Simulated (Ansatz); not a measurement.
# Cu: the cost of one run

Computed with Ansatz 0.2.0 (the levels named in each step, unless a step's input says otherwise).

### Step 1. The system as given

Structure file:

```xyz
1

Cu    0.0000    0.0000    0.0000
```

### Step 2. Single point, PBE0/def2-TZVPPD

The input, input.yaml:

```yaml
crystal:
  periodic: [false, false, false]
  atoms:
    - { symbol: Cu, position_ang: [0.0, 0.0, 0.0] }
magnetization:
  spin_polarized: true
  initial_magnetization: 1
basis:
  gaussian: { orbitals: def2-TZVPPD.json }
hamiltonian:
  xc: pbe0
```

On the command line:

```console
ansatz run input.yaml --threads 2 --pin off --max-ram 5120MiB --backend cpu --events-out ev --progress --plain --runs-dir out
```

What time and memory should one allow on 2 threads of Intel Xeon at 2.50GHz (Skylake/Cascade Lake), shared host?

About 4.6 s, with a peak of 0.13 GiB.
